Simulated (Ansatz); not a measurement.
# FH5O2Si2: the cost of one run

Program: Ansatz 0.2.0, Gaussian basis. Level of theory: functionals in def2-TZVPP, the program's frozen cores in correlated methods. These are calculated values, not measurements.

Levels to be run: PBE-D4, r2SCAN-D4, PBE0-D4, B3LYP-D4, ωB97X-V, ωB97M-V, B2PLYP; CCSD(T)/def2-TZVPP; MP2/def2-QZVPP; extrapolation to the limit.

### Step 1. The geometry

All runs share one geometry, relaxed beforehand with PBE0-D4 in a triple-zeta def2 set.

SMILES `O[SiH2][SiH](O)F`, 10 atoms, charge 0, spin multiplicity 1.

Atoms are counted from 1 here; the program's logs count them from 0.

Bond lengths: O1–Si2 1.653 Å, O1–H6 0.958 Å, Si2–Si3 2.344 Å, Si2–H7 1.491 Å, Si2–H8 1.492 Å, Si3–O4 1.636 Å, Si3–F5 1.605 Å, Si3–H9 1.488 Å, O4–H10 0.959 Å. Angles: Si2–O1–H6 118.0°, O1–Si2–Si3 105.8°, O1–Si2–H7 111.9°, O1–Si2–H8 111.3°, Si3–Si2–H7 110.8°, Si3–Si2–H8 110.0°, H7–Si2–H8 107.1°, Si2–Si3–O4 107.6°, Si2–Si3–F5 107.9°, Si2–Si3–H9 115.4°, O4–Si3–F5 110.1°, O4–Si3–H9 110.4°, F5–Si3–H9 105.3°, Si3–O4–H10 118.8°.

### Step 2. PBE-D4 (GGA)

The input, in.yaml:

```yaml
crystal:
  periodic: [false, false, false]
  atoms:
    - {symbol: O, position_ang: [-0.542967, -2.015549, 0.386253]}
    - {symbol: Si, position_ang: [0.712640, -0.942061, 0.329702]}
    - {symbol: Si, position_ang: [-0.264742, 1.165421, 0.019242]}
    - {symbol: O, position_ang: [-0.822515, 1.231353, -1.517019]}
    - {symbol: F, position_ang: [0.874317, 2.273902, 0.241083]}
    - {symbol: H, position_ang: [-0.335242, -2.944125, 0.497690]}
    - {symbol: H, position_ang: [1.660649, -1.254552, -0.777715]}
    - {symbol: H, position_ang: [1.497779, -0.958864, 1.598274]}
    - {symbol: H, position_ang: [-1.345885, 1.515105, 0.979592]}
    - {symbol: H, position_ang: [-1.434013, 1.929370, -1.757091]}
basis:
  gaussian: {orbitals: def2-TZVPP}
hamiltonian: {xc: pbe, dispersion: d4}
output: {forces: true, orbitals: {seedname: orbitals}}
```

Command:

```console
ansatz run in.yaml --threads 2 --pin off --events-out ev --progress --plain --max-ram 22528MiB --backend cpu
```

**Question.** How long does this run take on 2 threads of AMD EPYC 7R13, shared host, and how much memory does it need?

About 4.4 s, with a peak of 0.37 GiB.
